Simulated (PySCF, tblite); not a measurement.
**C₉H₁₃F: geometry, infrared bands and NMR shifts**

What infrared bands and NMR shifts should C₉H₁₃F (`C#CC/C(C)=C(/C)CCF`) show?

Programs: tblite 0.8.0 and PySCF 2.14.0, with density-fitted response routines of our own. Each step states its level of theory. These are calculated values for one molecule in the gas phase, unless marked as measured. Atoms count from 0, in the outputs and in this text.

### Step 1. The starting structure

23 atoms, charge 0, multiplicity 1; geometry from: force field or distance geometry start.

Bonds of the start (Å): C0–C1 1.22, C1–C2 1.48, C2–C3 1.48, C3–C4 1.51, C3–C5 1.33, C5–C6 1.49, C5–C7 1.47, C7–C8 1.51, C8–F9 1.39, C0–H10 1.05, C2–H11 1.09, C2–H12 1.11, C4–H13 1.12, C4–H14 1.12, C4–H15 1.08, C6–H16 1.10, C6–H17 1.13, C6–H18 1.12, C7–H19 1.13, C7–H20 1.08, C8–H21 1.11, C8–H22 1.11.

### Step 2. Relaxing the molecule with GFN2-xTB

What the job is given:

```
{"job": {"kind": "relax", "xc": "GFN2-xTB", "basis": "xTB"}, "charge": 0, "multiplicity": 1}
C      3.425600     1.317500     0.217200
C      2.486300     0.701300     0.697000
C      1.365900    -0.044400     1.317300
C      0.584200    -0.618500     0.199200
C      1.314200    -1.594600    -0.684300
C     -0.696400    -0.360900    -0.045600
C     -1.327200    -1.041000    -1.216700
C     -1.523100     0.562200     0.748900
C     -2.072900     1.710200    -0.059500
F     -2.840200     2.477500     0.811200
H      4.215100     1.845000    -0.219400
H      0.832000     0.610000     2.001800
H      1.771600    -0.879800     1.919100
H      2.422200    -1.477700    -0.589100
H      1.087300    -2.603400    -0.266100
H      1.011100    -1.480900    -1.719700
H     -0.948700    -0.689400    -2.183000
H     -1.106200    -2.145100    -1.141900
H     -2.445800    -0.963900    -1.134700
H     -2.430900    -0.013100     1.110600
H     -1.095600     1.001100     1.641200
H     -2.758500     1.388300    -0.871300
H     -1.274700     2.326500    -0.522000
```

Run with:

```bash
OMP_NUM_THREADS=1 python probes_run.py task.json out
```

This one command runs all jobs of the session in turn.

**Question.** This job is followed by: GFN2-xTB harmonic vibrations, gas phase; GIAO PBE0/pcSseg-1 NMR shielding, non-relativistic, gas phase. Predict these results of the whole session: strongest single infrared mode (GFN2-xTB); zero-point energy (GFN2-xTB); ¹³C shifts against TMS (PBE0/pcSseg-1); ¹H shifts against TMS (PBE0/pcSseg-1, means over atoms taken as alike); ¹⁹F shifts against CFCl3 (PBE0/pcSseg-1).

The runs gave:

| quantity | value |
| --- | --- |
| strongest single infrared mode (GFN2-xTB) | 3052 cm⁻¹, 51 km/mol |
| zero-point energy (GFN2-xTB) | 119.9 kcal/mol |
| ¹³C shifts against TMS (PBE0/pcSseg-1) | 137.5, 133.4, 89.0, 83.8, 75.0, 43.6, 27.7, 24.2, 22.7 ppm |
| ¹H shifts against TMS (PBE0/pcSseg-1, means over atoms taken as alike) | 4.81, 3.12, 2.67, 1.86, 1.84, 1.41 ppm |
| ¹⁹F shifts against CFCl3 (PBE0/pcSseg-1) | -239.6 ppm |

**Reading.** Over 178 steps the energy fell by 0.435 eV; of the close pairs, C7–H19 changed most, 1.134 to 1.092 Å. No mode is imaginary among the 63: a minimum at this level. Unscaled tight-binding wavenumbers are off by several per cent, some by more. Its intensities can rank the bands wrongly. H21, H22 (mean) (hydrogen on an sp3 CH2 bonded to F) lies farthest downfield among hydrogen, at 4.81 ppm; its carbon carries F, hence the downfield position. At PBE0/pcSseg-1: The widest tensor belongs to C1: span 299 ppm, with a paramagnetic part of -169 ppm.
